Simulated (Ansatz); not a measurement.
# Cl2FISn, SMILES [F][Sn]([Cl])([Cl])[I]: a ladder of methods at one geometry

With the Python package of Ansatz (0.2.0).

Interactive session:
```pycon
>>> from pathlib import Path
>>> import ansatz as az
>>> import numpy as np
>>> cl2fisn = (
...     az.Crystal.molecule()
...     .atom("F", (-0.4974, -0.2175, 1.9811))
...     .atom("Sn", (-0.0431, -0.0848, 0.0949))
...     .atom("Cl", (1.9285, -1.2779, -0.2492))
...     .atom("Cl", (-1.6721, -1.0134, -1.2289))
...     .atom("I", (0.3339, 2.52, -0.6394))
... )
>>> setup = cl2fisn.calculation()
>>> setup = setup.basis(gaussian="def2-SVP")
>>> setup = setup.scf(lower_state_search="light")
>>> print("functional    E (Ha)        dipole (D)   HOMO (eV)  LUMO (eV)")
functional    E (Ha)        dipole (D)   HOMO (eV)  LUMO (eV)
>>> for name in ["pbe0", "lda", "b3lyp", "revpbe"]:
...     data = setup.functional(name).forces().orbitals().run(threads=1, backend="cpu", runs_dir="runs").report
...     lines = Path(data["orbitals_path"]).read_text().splitlines()
...     field_of = lambda key: [line.split("=")[1].strip() for line in lines if line.startswith(key)]
...     orbitals = [(27.211386 * float(e), s, float(n)) for e, s, n in zip(field_of("Ene="), field_of("Spin="), field_of("Occup="))]
...     homo = max(e for e, _, n in orbitals if n > 0.5)
...     lumo = min(e for e, _, n in orbitals if n < 0.5)
...     dipole = 4.803205 * np.linalg.norm(data["charge_distribution"]["dipole_moment_e_ang"])
...     print(f"{name:10s} {data['free_energy_ev'] / 27.211386246:14.6f} {dipole:9.3f} {homo:11.3f} {lumo:10.3f}")
...
pbe0         -1531.648943     1.442      -8.474     -3.802
lda          -1527.663422     1.349      -7.356     -4.782
b3lyp        -1532.213292     1.446      -8.138     -3.968
revpbe       -1531.905683     1.285      -7.172     -4.434
```

The settings weren't tested for convergence. The geometry is a force-field or estimated start, not a minimum of this method, and the basis set is short of its limit. A lower total doesn't mark the better method: functionals have no common bound, and MP2 and coupled cluster aren't variational. def2 sets replace the cores of elements past krypton by effective core potentials. b3lyp holds the VWN-RPA fit, as in Gaussian; the form of ORCA and Turbomole is b3lyp5. Levels such as HOMO and LUMO are orbital energies: with these approximate functionals they aren't the ionisation energy and electron affinity, and their gap isn't the fundamental gap. Timing: 19 s on 1 thread of Arm Neoverse V1 (shared host), peak memory 0.33 GiB.

(Lines on the test bed's own set-up are left out of the output.)
